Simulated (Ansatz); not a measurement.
**C₂H₆FGaO: vertical ionisation energy**

One table from this session's results is given with a row withheld; the runs are named, their logs left out.

Computed with Ansatz 0.2.0, Gaussian basis. Level: unrestricted cation, the program's frozen cores in correlated methods.

Levels to be run: UKS PBE-D4/def2-TZVPP; UKS r2SCAN-D4/def2-TZVPP; UKS PBE0-D4/def2-TZVPP; UKS B3LYP-D4/def2-TZVPP; UKS wB97X-V/def2-TZVPP; UKS wB97M-V/def2-TZVPP; UKS B2PLYP/def2-TZVPP; UHF-CCSD(T)/def2-TZVPP; UHF-MP2/def2-QZVPP; extrapolation to the limit; then −ε(HOMO) from the neutral's earlier runs with LDA (SPW92), PBE-D4, revPBE-D4, BLYP-D4, r2SCAN-D4, B97M-V, PBE0-D4, B3LYP-D4, r2SCANh-D4, r2SCAN0-D4, HSE06-D4, BHLYP-D4, CAM-B3LYP-D4, LC-ωPBE, ωB97X-V, ωB97M-V.

### Structure used throughout

The geometry comes from an earlier relaxation with PBE0-D4 in a triple-zeta def2 set; it is a stationary point, not always the lowest conformer.

SMILES `C[O][Ga]([CH3])[F]`, 11 atoms, charge 0, spin multiplicity 1.

Atoms are counted from 1 here; the program's logs count them from 0.

Bond lengths: C1–O2 1.404 Å, C1–H6 1.095 Å, C1–H7 1.099 Å, C1–H8 1.095 Å, O2–Ga3 1.773 Å, Ga3–C4 1.944 Å, Ga3–F5 1.753 Å, C4–H9 1.092 Å, C4–H10 1.090 Å, C4–H11 1.090 Å. Angles: O2–C1–H6 109.8°, O2–C1–H7 113.7°, O2–C1–H8 110.0°, H6–C1–H7 107.6°, H6–C1–H8 108.0°, H7–C1–H8 107.6°, C1–O2–Ga3 123.4°, O2–Ga3–C4 128.7°, O2–Ga3–F5 110.2°, C4–Ga3–F5 121.1°, Ga3–C4–H9 109.5°, Ga3–C4–H10 109.6°, Ga3–C4–H11 111.2°, H9–C4–H10 108.3°, H9–C4–H11 108.6°, H10–C4–H11 109.5°.

The first run:

File in.yaml:

```yaml
crystal:
  periodic: [false, false, false]
  atoms:
    - {symbol: C, position_ang: [0.005335, -0.116760, 1.965637]}
    - {symbol: O, position_ang: [0.528559, 0.895824, 1.145922]}
    - {symbol: Ga, position_ang: [0.453252, 0.855675, -0.624612]}
    - {symbol: C, position_ang: [-0.310735, -0.509743, -1.778236]}
    - {symbol: F, position_ang: [1.192029, 2.297072, -1.293828]}
    - {symbol: H, position_ang: [0.794211, -0.515237, 2.612488]}
    - {symbol: H, position_ang: [-0.423872, -0.959670, 1.406025]}
    - {symbol: H, position_ang: [-0.783513, 0.291000, 2.607035]}
    - {symbol: H, position_ang: [-1.334184, -0.235407, -2.040675]}
    - {symbol: H, position_ang: [0.271699, -0.579770, -2.696944]}
    - {symbol: H, position_ang: [-0.327281, -1.480085, -1.282211]}
basis:
  gaussian: {orbitals: def2-TZVPP}
total_charge: 1
magnetization: {spin_polarized: true, initial_magnetization: 1}
hamiltonian: {xc: pbe, dispersion: d4}
```

Run with:

```sh
> ansatz run in.yaml --threads 2 --pin off --events-out ev --progress --plain --max-ram 22528MiB --backend cpu
```

Among the steps run: Cation, UKS PBE-D4/def2-TZVPP; Cation, UKS r2SCAN-D4/def2-TZVPP; Cation, UKS PBE0-D4/def2-TZVPP; Cation, UKS B3LYP-D4/def2-TZVPP; Cation, UKS wB97X-V/def2-TZVPP; Cation, UKS wB97M-V/def2-TZVPP; Cation, UKS B2PLYP (frozen core)/def2-TZVPP; Cation, UHF-CCSD(T)/def2-TZVPP; Cation, UHF-MP2/def2-QZVPP.

One table of the session follows, with a row left open; its other results are not shown here.

Orbital estimates, from the neutral's runs:

| functional | −ε(HOMO) (eV) |
| --- | --- |
| LDA (SPW92) | 6.66 |
| PBE-D4 | 6.49 |
| revPBE-D4 | 6.42 |
| BLYP-D4 | ? |
| r2SCAN-D4 | 6.80 |
| B97M-V | 6.90 |
| PBE0-D4 | 8.02 |
| B3LYP-D4 | 7.79 |
| r2SCANh-D4 | 7.38 |
| r2SCAN0-D4 | 8.25 |
| HSE06-D4 | 7.61 |
| BHLYP-D4 | 9.53 |
| CAM-B3LYP-D4 | 9.50 |
| LC-ωPBE | 10.85 |
| ωB97X-V | 10.51 |
| ωB97M-V | 10.44 |

**Question.** Estimate the row for BLYP-D4.

Worked estimate for «−ε(HOMO) (eV)». Against the share of exact exchange, B3LYP-D4 (0.2, 7.79), BHLYP-D4 (0.5, 9.53) give a slope of 5.80 per unit share; at 0 the line stands at 6.63.

The run gave: −ε(HOMO) (eV): 6.41. In «−ε(HOMO) (eV)» the line misses by +0.22.
